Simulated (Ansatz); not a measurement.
# BFH₄Si₂: geometry and vibrations, part 1 of 2

The task is to find a stationary geometry of BFH₄Si₂, check the end point by its vibrations and derive ideal-gas thermochemistry, and look at its orbitals and charge.

Method: RKS PBE0-D4/def2-TZVP; program: Ansatz 0.2.0, Gaussian basis.

The runs, in order: relaxation at PBE-D4/def2-SVP; relaxation at PBE0-D4/def2-TZVP; harmonic vibrations at the same level; a single point in def2-TZVPP for the fields.

### 1 Where the work starts

SMILES `FB1[SiH2][SiH2]1`, 8 atoms, charge 0, spin multiplicity 1.

Atoms are counted from 1 here; the program's logs count them from 0.

Bond lengths: F1–B2 1.500 Å, B2–Si3 2.042 Å, B2–Si4 1.961 Å, Si3–Si4 2.033 Å, Si3–H5 1.489 Å, Si3–H6 1.465 Å, Si4–H7 1.449 Å, Si4–H8 1.494 Å. Angles: F1–B2–Si3 150.9°, F1–B2–Si4 148.0°, Si3–B2–Si4 61.0°, B2–Si3–Si4 57.5°, B2–Si3–H5 109.3°, B2–Si3–H6 110.5°, Si4–Si3–H5 115.5°, Si4–Si3–H6 120.7°, H5–Si3–H6 122.4°, B2–Si4–Si3 61.5°, B2–Si4–H7 114.1°, B2–Si4–H8 110.1°, Si3–Si4–H7 120.0°, Si3–Si4–H8 114.8°, H7–Si4–H8 120.9°.

As a file:

| atom | x (Å) | y (Å) | z (Å) |
| --- | --- | --- | --- |
| F1 | 1.9470 | -0.6958 | 1.7609 |
| B2 | 0.8632 | -0.3048 | 0.7998 |
| Si3 | -0.2261 | 1.1177 | -0.1796 |
| Si4 | -0.4771 | -0.8712 | -0.5152 |
| H5 | 0.6514 | 1.8252 | -1.1524 |
| H6 | -1.0968 | 1.8332 | 0.7572 |
| H7 | 0.0823 | -1.4807 | -1.7046 |
| H8 | -1.6518 | -1.4807 | 0.1782 |

The start is a force-field geometry with small random shifts, so a cheaper pass at PBE-D4/def2-SVP comes first.

### 2 Optimising with PBE-D4/def2-SVP (cheap first pass)

Input file in.yaml:

```yaml
crystal:
  periodic: [false, false, false]
  atoms:
    - {symbol: F, position_ang: [1.947000, -0.695800, 1.760900]}
    - {symbol: B, position_ang: [0.863200, -0.304800, 0.799800]}
    - {symbol: Si, position_ang: [-0.226100, 1.117700, -0.179600]}
    - {symbol: Si, position_ang: [-0.477100, -0.871200, -0.515200]}
    - {symbol: H, position_ang: [0.651400, 1.825200, -1.152400]}
    - {symbol: H, position_ang: [-1.096800, 1.833200, 0.757200]}
    - {symbol: H, position_ang: [0.082300, -1.480700, -1.704600]}
    - {symbol: H, position_ang: [-1.651800, -1.480700, 0.178200]}
basis:
  gaussian: {orbitals: def2-SVP}
hamiltonian: {xc: pbe, dispersion: d4}
relax: {f_tol: 0.03, max_steps: 200}
```

The run is started by

```sh
$ ansatz run in.yaml --threads 2 --pin off --events-out ev --progress --plain --max-ram 4352MiB
```

Standard output (excerpt; [...] marks lines left out):

```text
Functional definition: PBE
  name "PBE"
  cite "Perdew, Burke & Ernzerhof, Phys. Rev. Lett. 77, 3865 (1996) doi:10.1103/PhysRevLett.77.3865"
  parent pbe
[...]
926 factors; their error is unknown
[...]
mean field -19191.53159391 eV, -705.2757775889 hartree, gradient 6.0e-5 eV, S^2 0.000000; 0 other end points of the search recorded, 0 dependent functions left out
[...]
reference -19191.53162711 eV, -705.2757788091 hartree; 23, 23 occupied and 61, 61 virtual orbitals, 926 factors
relax step   1: F+E_penalty+E_count = -19191.70223706 eV  Δ(F+E_penalty+E_count) = +0.000e0 eV  max|allowed force component| = 5.371e0 eV/Å  Δτ_max = 0.0000 Å  (27 SCF iters, accepted)
[...]
relax step   7: F+E_penalty+E_count = -19193.25277532 eV  Δ(F+E_penalty+E_count) = -1.033e-3 eV  max|allowed force component| = 5.465e-2 eV/Å  Δτ_max = 0.0203 Å  (30 SCF iters, accepted)
[...]
relax step  13: F+E_penalty+E_count = -19193.27784257 eV  Δ(F+E_penalty+E_count) = -4.000e-3 eV  max|allowed force component| = 1.615e-1 eV/Å  Δτ_max = 0.1000 Å  (29 SCF iters, accepted)
[...]
relax step  19: F+E_penalty+E_count = -19193.34623057 eV  Δ(F+E_penalty+E_count) = -7.591e-3 eV  max|allowed force component| = 2.205e-1 eV/Å  Δτ_max = 0.0673 Å  (28 SCF iters, accepted)
[...]
relax step  23: F+E_penalty+E_count = -19193.35607143 eV  Δ(F+E_penalty+E_count) = -2.828e-4 eV  max|allowed force component| = 3.614e-2 eV/Å  Δτ_max = 0.0333 Å  (30 SCF iters, accepted)
[...]
relax step  24: F+E_penalty+E_count = -19193.35616333 eV  Δ(F+E_penalty+E_count) = -9.191e-5 eV  max|allowed force component| = 1.084e-2 eV/Å  Δτ_max = 0.0084 Å  (31 SCF iters, accepted)
926 factors; their error is unknown
[...]
mean field -19193.18689059 eV, -705.3366086198 hartree, gradient 1.8e-5 eV, S^2 0.000000; 1 other end points of the search recorded, 0 dependent functions left out
[...]
reference -19193.18692373 eV, -705.3366098376 hartree; 23, 23 occupied and 61, 61 virtual orbitals, 926 factors
Total energy: -19193.35619647 eV, -705.3428304962 hartree
Atom 0 at     1.457258    -0.521670     2.003263 Å, force    -0.002947     0.001145    -0.009604 eV/Å
Atom 1 at     0.988273    -0.265056     0.782121 Å, force     0.004335     0.001856     0.010837 eV/Å
Atom 2 at    -0.001224     1.258059     0.007089 Å, force     0.000628     0.000509    -0.001488 eV/Å
Atom 3 at    -0.335217    -1.166889    -0.373261 Å, force    -0.000007    -0.001401     0.002851 eV/Å
Atom 4 at     0.244071     1.642093    -1.423757 Å, force    -0.000354    -0.002315     0.000097 eV/Å
Atom 5 at    -0.749683     2.329108     0.755922 Å, force    -0.000395    -0.001304     0.001271 eV/Å
Atom 6 at    -0.144170    -1.156196    -1.862417 Å, force     0.000053     0.000131    -0.002228 eV/Å
Atom 7 at    -1.367207    -2.176549     0.055340 Å, force    -0.001313     0.001379    -0.001736 eV/Å
Dipole moment:    -0.098935     0.031836    -0.117019 e Å
```

It took 37 s on 2 threads of Arm Neoverse V1, shared host.

Along the way: (the energy doesn't fall at every step)

```
step  energy from step 1 (eV)  largest force component (eV/Å)
   1                   0.0000                          5.3709
   2                  -1.3908                          2.0480
   3                  -1.5232                          0.7161
   4                  -1.5347                          0.2770
   5                  -1.5483                          0.1308
   6                  -1.5495                          0.0320
   7                  -1.5505                          0.0546
   8                  -1.5570                          0.2830
   9                  -1.5613                          0.1561
  10                  -1.5655                          0.1795
  11                  -1.5684                          0.1010
  12                  -1.5716                          0.1360
  13                  -1.5756                          0.1615
  14                  -1.5842                          0.4371
  15                  -1.5964                          0.3910
  16                  -1.6119                          0.3008
  17                  -1.6291                          0.2494
  18                  -1.6364                          0.2582
  19                  -1.6440                          0.2205
  20                  -1.6290                          0.6768
  21                  -1.6523                          0.0394
  22                  -1.6536                          0.0320
  23                  -1.6538                          0.0361
  24                  -1.6539                          0.0108
```

Distances of close pairs at the start and the end, largest changes first:

| bond | before (Å) | after (Å) | change (Å) |
| --- | --- | --- | --- |
| Si3–Si4 | 2.033 | 2.477 | +0.445 |
| F1–B2 | 1.500 | 1.333 | -0.167 |
| B2–Si3 | 2.042 | 1.975 | -0.067 |
| Si4–H7 | 1.449 | 1.501 | +0.053 |
| Si3–H6 | 1.465 | 1.506 | +0.041 |
| B2–Si4 | 1.961 | 1.975 | +0.014 |
| Si3–H5 | 1.489 | 1.502 | +0.013 |
| Si4–H8 | 1.494 | 1.506 | +0.012 |

### 3 Optimising with PBE0-D4/def2-TZVP

Input file in.yaml:

```yaml
crystal:
  periodic: [false, false, false]
  atoms:
    - {symbol: F, position_ang: [1.457258, -0.521670, 2.003263]}
    - {symbol: B, position_ang: [0.988273, -0.265056, 0.782121]}
    - {symbol: Si, position_ang: [-0.001224, 1.258059, 0.007089]}
    - {symbol: Si, position_ang: [-0.335217, -1.166889, -0.373261]}
    - {symbol: H, position_ang: [0.244071, 1.642093, -1.423757]}
    - {symbol: H, position_ang: [-0.749683, 2.329108, 0.755922]}
    - {symbol: H, position_ang: [-0.144170, -1.156196, -1.862417]}
    - {symbol: H, position_ang: [-1.367207, -2.176549, 0.055340]}
basis:
  gaussian: {orbitals: def2-TZVP}
hamiltonian: {xc: pbe0, dispersion: d4}
relax: {f_tol: 0.005, max_steps: 150}
```

The command is unchanged.

Standard output:

```text
Functional definition: PBE0
  name "PBE0"
  cite "Adamo & Barone, J. Chem. Phys. 110, 6158 (1999) doi:10.1063/1.478522"
  cite "Perdew, Burke & Ernzerhof, Phys. Rev. Lett. 77, 3865 (1996) doi:10.1103/PhysRevLett.77.3865"
  parent pbe
  parameter a = 0.25
  parameter kappa = 0.804
  parameter beta = 0.06672455060314922
  exchange = (1 - a)*pbe_x(kappa = kappa, mu = beta*pi^2/3) + a*exact_x
  correlation = pbe_c(beta = beta)
1037 factors; their error is unknown
mean field evaluation 1: about -19202.4062 eV, gradient 2.9e1 eV
mean field evaluation 2: about -19201.2557 eV, gradient 4.0e1 eV
mean field evaluation 4: about -19204.2230 eV, gradient 1.9e0 eV
mean field evaluation 8: about -19204.2319 eV, gradient 1.6e-2 eV
mean field evaluation 16: about -19204.3086 eV, gradient 5.8e-5 eV
mean field -19204.30855778 eV, -705.7453223505 hartree, gradient 5.8e-5 eV, S^2 0.000000; 0 other end points of the search recorded, 0 dependent functions left out
the calculation of the forces begins
reference -19204.30859185 eV, -705.7453236026 hartree; 23, 23 occupied and 137, 137 virtual orbitals, 1037 factors
relax step   1: F+E_penalty+E_count = -19204.45172494 eV  Δ(F+E_penalty+E_count) = +0.000e0 eV  max|allowed force component| = 5.592e-1 eV/Å  Δτ_max = 0.0000 Å  (26 SCF iters, accepted)
these checks for a lower state are left out or cut short: starts, cluster_reference, orbital_swaps, neighbouring_geometries, increment
1037 factors; their error is unknown
mean field -19204.33009992 eV, -705.7461140097 hartree, gradient 2.4e-5 eV, S^2 0.000000; 0 other end points of the search recorded, 0 dependent functions left out
the calculation of the forces begins
reference -19204.33013389 eV, -705.7461152581 hartree; 23, 23 occupied and 137, 137 virtual orbitals, 1037 factors
relax step   2: F+E_penalty+E_count = -19204.47365469 eV  Δ(F+E_penalty+E_count) = -2.193e-2 eV  max|allowed force component| = 2.372e-1 eV/Å  Δτ_max = 0.0200 Å  (31 SCF iters, accepted)
these checks for a lower state are left out or cut short: starts, cluster_reference, orbital_swaps, neighbouring_geometries, increment
1037 factors; their error is unknown
mean field -19204.33265063 eV, -705.7462077463 hartree, gradient 2.5e-5 eV, S^2 0.000000; 0 other end points of the search recorded, 0 dependent functions left out
the calculation of the forces begins
reference -19204.33268455 eV, -705.7462089932 hartree; 23, 23 occupied and 137, 137 virtual orbitals, 1037 factors
relax step   3: F+E_penalty+E_count = -19204.47631100 eV  Δ(F+E_penalty+E_count) = -2.656e-3 eV  max|allowed force component| = 7.730e-2 eV/Å  Δτ_max = 0.0154 Å  (31 SCF iters, accepted)
these checks for a lower state are left out or cut short: starts, cluster_reference, orbital_swaps, neighbouring_geometries, increment
1037 factors; their error is unknown
mean field evaluation 32: about -19204.2569 eV, gradient 2.3e-3 eV
mean field -19204.33316365 eV, -705.7462265994 hartree, gradient 2.5e-5 eV, S^2 0.000000; 0 other end points of the search recorded, 0 dependent functions left out
the calculation of the forces begins
reference -19204.33319757 eV, -705.7462278463 hartree; 23, 23 occupied and 137, 137 virtual orbitals, 1037 factors
relax step   4: F+E_penalty+E_count = -19204.47682125 eV  Δ(F+E_penalty+E_count) = -5.102e-4 eV  max|allowed force component| = 3.702e-2 eV/Å  Δτ_max = 0.0109 Å  (32 SCF iters, accepted)
these checks for a lower state are left out or cut short: starts, cluster_reference, orbital_swaps, neighbouring_geometries, increment
1037 factors; their error is unknown
mean field -19204.33384843 eV, -705.7462517648 hartree, gradient 2.4e-5 eV, S^2 0.000000; 0 other end points of the search recorded, 0 dependent functions left out
the calculation of the forces begins
reference -19204.33388242 eV, -705.7462530137 hartree; 23, 23 occupied and 137, 137 virtual orbitals, 1037 factors
relax step   5: F+E_penalty+E_count = -19204.47736790 eV  Δ(F+E_penalty+E_count) = -5.467e-4 eV  max|allowed force component| = 2.004e-2 eV/Å  Δτ_max = 0.0258 Å  (31 SCF iters, accepted)
these checks for a lower state are left out or cut short: starts, cluster_reference, orbital_swaps, neighbouring_geometries, increment
1037 factors; their error is unknown
mean field -19204.33385925 eV, -705.7462521626 hartree, gradient 2.5e-5 eV, S^2 0.000000; 0 other end points of the search recorded, 0 dependent functions left out
the calculation of the forces begins
reference -19204.33389326 eV, -705.7462534124 hartree; 23, 23 occupied and 137, 137 virtual orbitals, 1037 factors
relax step   6: F+E_penalty+E_count = -19204.47740144 eV  Δ(F+E_penalty+E_count) = -3.354e-5 eV  max|allowed force component| = 1.936e-2 eV/Å  Δτ_max = 0.0124 Å  (32 SCF iters, accepted)
these checks for a lower state are left out or cut short: starts, cluster_reference, orbital_swaps, neighbouring_geometries, increment
1037 factors; their error is unknown
mean field -19204.33392575 eV, -705.7462546064 hartree, gradient 2.5e-5 eV, S^2 0.000000; 0 other end points of the search recorded, 0 dependent functions left out
the calculation of the forces begins
reference -19204.33395975 eV, -705.7462558556 hartree; 23, 23 occupied and 137, 137 virtual orbitals, 1037 factors
relax step   7: F+E_penalty+E_count = -19204.47745753 eV  Δ(F+E_penalty+E_count) = -5.609e-5 eV  max|allowed force component| = 6.159e-3 eV/Å  Δτ_max = 0.0052 Å  (33 SCF iters, accepted)
these checks for a lower state are left out or cut short: starts, cluster_reference, orbital_swaps, neighbouring_geometries, increment
1037 factors; their error is unknown
mean field evaluation 64: about -19204.3339 eV, gradient 1.7e-5 eV
mean field -19204.33393281 eV, -705.7462548655 hartree, gradient 1.7e-5 eV, S^2 0.000000; 0 other end points of the search recorded, 0 dependent functions left out
the calculation of the forces begins
reference -19204.33396679 eV, -705.7462561145 hartree; 23, 23 occupied and 137, 137 virtual orbitals, 1037 factors
relax step   8: F+E_penalty+E_count = -19204.47746141 eV  Δ(F+E_penalty+E_count) = -3.881e-6 eV  max|allowed force component| = 3.321e-3 eV/Å  Δτ_max = 0.0053 Å  (25 SCF iters, accepted)
1037 factors; their error is unknown
mean field -19204.33393281 eV, -705.7462548655 hartree, gradient 1.8e-5 eV, S^2 0.000000; 1 other end points of the search recorded, 0 dependent functions left out
the calculation of the forces begins
reference -19204.33396679 eV, -705.7462561145 hartree; 23, 23 occupied and 137, 137 virtual orbitals, 1037 factors
Total energy: -19204.47749540 eV, -705.7515306935 hartree
Atom 0 at     1.492242    -0.519765     1.966268 Å, force     0.001437    -0.000954     0.002567 eV/Å
Atom 1 at     0.976945    -0.263102     0.781873 Å, force    -0.001257     0.000962    -0.003321 eV/Å
Atom 2 at    -0.037142     1.237143     0.000780 Å, force     0.002216    -0.000244     0.000790 eV/Å
Atom 3 at    -0.363980    -1.137144    -0.370643 Å, force     0.002732     0.000056    -0.000017 eV/Å
Atom 4 at     0.273508     1.633493    -1.394972 Å, force    -0.001624    -0.000260     0.000718 eV/Å
Atom 5 at    -0.762006     2.302058     0.743609 Å, force    -0.001448    -0.000586    -0.000836 eV/Å
Atom 6 at    -0.114504    -1.164708    -1.833050 Å, force    -0.000263    -0.000868     0.000915 eV/Å
Atom 7 at    -1.372961    -2.145076     0.050436 Å, force    -0.001792     0.001893    -0.000816 eV/Å
Dipole moment:    -0.127373     0.039716    -0.141317 e Å
```

Run time: 35 s. Hardware: 2 threads of Arm Neoverse V1, shared host.

Relaxation path:

```
step  energy from step 1 (eV)  largest force component (eV/Å)
   1                   0.0000                          0.5592
   2                  -0.0219                          0.2372
   3                  -0.0246                          0.0773
   4                  -0.0251                          0.0370
   5                  -0.0256                          0.0200
   6                  -0.0257                          0.0194
   7                  -0.0257                          0.0062
   8                  -0.0257                          0.0033
```

Close pairs (by a distance rule), those that changed most:

| bond | before (Å) | after (Å) | change (Å) |
| --- | --- | --- | --- |
| Si3–Si4 | 2.477 | 2.425 | -0.052 |
| Si4–H8 | 1.506 | 1.487 | -0.019 |
| Si3–H6 | 1.506 | 1.487 | -0.019 |
| Si3–H5 | 1.502 | 1.484 | -0.018 |
| Si4–H7 | 1.501 | 1.484 | -0.018 |
| F1–B2 | 1.333 | 1.317 | -0.016 |
| B2–Si3 | 1.975 | 1.972 | -0.003 |
| B2–Si4 | 1.975 | 1.972 | -0.002 |

Mulliken charges of the relaxed molecule (report file):

```
atom  value (e)
  F1      -0.20
  B2       0.31
 Si3      -0.08
 Si4      -0.08
  H5       0.02
  H6       0.01
  H7       0.02
  H8       0.01
```

(Continued in part 2 of 2.)
